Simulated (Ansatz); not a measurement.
**FGeH₅Si: up Jacob's ladder to CCSD(T)**

Aim: compute FGeH₅Si with functionals from several rungs and with coupled cluster. The yardstick is the atomisation energy at the CCSD(T) limit.

Computed with Ansatz 0.2.0, Gaussian basis. Level: functionals in def2-TZVPP, the program's frozen cores in correlated methods.

Levels to be run: LDA (SPW92), PBE-D4, revPBE-D4, BLYP-D4, r2SCAN-D4, B97M-V, PBE0-D4, B3LYP-D4, r2SCANh-D4, r2SCAN0-D4, HSE06-D4, BHLYP-D4, CAM-B3LYP-D4, LC-ωPBE, ωB97X-V, ωB97M-V, B2PLYP, PBE-QIDH; CCSD(T)/def2-SVP; CCSD(T)/def2-TZVPP; CCSD(T)/def2-QZVPP; extrapolation to the limit; RPA on PBE.

### 1 The relaxed structure

All runs share one geometry, relaxed beforehand with PBE0-D4 in a triple-zeta def2 set.

8 atoms, charge 0, spin multiplicity 1.

Atoms are counted from 1 here; the program's logs count them from 0.

Bond lengths: F1–Ge2 1.751 Å, Ge2–Si3 2.385 Å, Ge2–H4 1.539 Å, Ge2–H5 1.539 Å, Si3–H6 1.484 Å, Si3–H7 1.487 Å, Si3–H8 1.484 Å. Angles: F1–Ge2–Si3 106.5°, F1–Ge2–H4 105.4°, F1–Ge2–H5 105.4°, Si3–Ge2–H4 114.2°, Si3–Ge2–H5 114.3°, H4–Ge2–H5 110.1°, Ge2–Si3–H6 109.6°, Ge2–Si3–H7 108.6°, Ge2–Si3–H8 109.6°, H6–Si3–H7 109.5°, H6–Si3–H8 110.0°, H7–Si3–H8 109.5°.

Coordinates:

```
F    -2.0044    1.1174   -0.2311
Ge   -0.4573    0.6035   -0.8706
Si    0.5960   -0.6722    0.8466
H    -0.7867   -0.1987   -2.1424
H     0.2840    1.9010   -1.2395
H     0.7920    0.1761    2.0489
H     1.9170   -1.1386    0.3477
H    -0.2482   -1.8454    1.1848
```

### 2 LDA

This LDA is Slater exchange with PW92 correlation.

in.yaml

```yaml
crystal:
  periodic: [false, false, false]
  atoms:
    - {symbol: F, position_ang: [-2.004373, 1.117371, -0.231059]}
    - {symbol: Ge, position_ang: [-0.457342, 0.603470, -0.870639]}
    - {symbol: Si, position_ang: [0.596014, -0.672235, 0.846599]}
    - {symbol: H, position_ang: [-0.786703, -0.198712, -2.142386]}
    - {symbol: H, position_ang: [0.284002, 1.901037, -1.239474]}
    - {symbol: H, position_ang: [0.791964, 0.176125, 2.048854]}
    - {symbol: H, position_ang: [1.916964, -1.138618, 0.347730]}
    - {symbol: H, position_ang: [-0.248228, -1.845437, 1.184776]}
basis:
  gaussian: {orbitals: def2-TZVPP}
hamiltonian: {xc: lda}
output: {orbitals: {seedname: orbitals}}
```

The run is started by

```sh
$ ansatz run in.yaml --threads 2 --pin off --events-out ev --progress --plain --max-ram 32768MiB --backend cpu
```

Further steps of the session: PBE-D4 (GGA); revPBE-D4 (GGA); BLYP-D4 (GGA); r2SCAN-D4 (meta-GGA); B97M-V (meta-GGA); B3LYP-D4 (hybrid); r2SCANh-D4 (hybrid); r2SCAN0-D4 (hybrid); HSE06-D4 (hybrid); BHLYP-D4 (hybrid); CAM-B3LYP-D4 (range-separated); LC-ωPBE (range-separated); ωB97X-V (range-separated); ωB97M-V (range-separated); B2PLYP (double hybrid); PBE-QIDH (double hybrid); CCSD(T) in def2-SVP; CCSD(T) in def2-TZVPP; CCSD(T) in def2-QZVPP; RPA on PBE orbitals.

Q: Predict the results of all the runs planned. Wanted: atomisation energy, CCSD(T)/CBS; farthest beyond LDA; mean size of error, GGA; mean size of error, meta-GGA; mean size of error, hybrid; mean size of error, range-separated; mean size of error, double hybrid; gap, smallest and largest; T1 diagnostic.

The runs gave:

| quantity | value |
| --- | --- |
| atomisation energy, CCSD(T)/CBS | 2310.7 kJ/mol |
| functionals within 23.1 kJ/mol (1.0 %) | r2SCAN-D4, B97M-V, CAM-B3LYP-D4, ωB97X-V |
| farthest beyond LDA | revPBE-D4 (-79.2 kJ/mol) |
| mean size of error, GGA | 53.0 kJ/mol |
| mean size of error, meta-GGA | 11.9 kJ/mol |
| mean size of error, hybrid | 43.9 kJ/mol |
| mean size of error, range-separated | 20.8 kJ/mol |
| mean size of error, double hybrid | 46.7 kJ/mol |
| gap, smallest and largest | 5.59 eV (LDA (SPW92)), 12.62 eV (LC-ωPBE) |
| T1 diagnostic | 0.0123 |
| triples share of the correlation energy | 3.0 % |

LDA overbinds by 255.0 kJ/mol (11 %). PBE-D4 is off by -36.9 kJ/mol. Double hybrids carry the basis error of their MP2 part in triple zeta, and no dispersion term here, so their miss is partly the set-up's. The rungs meta-GGA, range-separated miss on average by less than the doubt on the reference (23.1 kJ/mol), so they tie. The reference freezes the cores and leaves out relativity and excitations past (T), and its outer-core shells are covered unevenly, so misses under about 23.1 kJ/mol can't be ranked. Hartree-Fock recovers 74 % of the binding; the rest is correlation. CCSD(T) in def2-SVP is off by -165.2 kJ/mol, which most functionals beat. Orbital gaps span 5.6 to 12.6 eV; exact exchange widens them. Correlated methods include outer-core shells of Ge, which these sets cover unevenly.
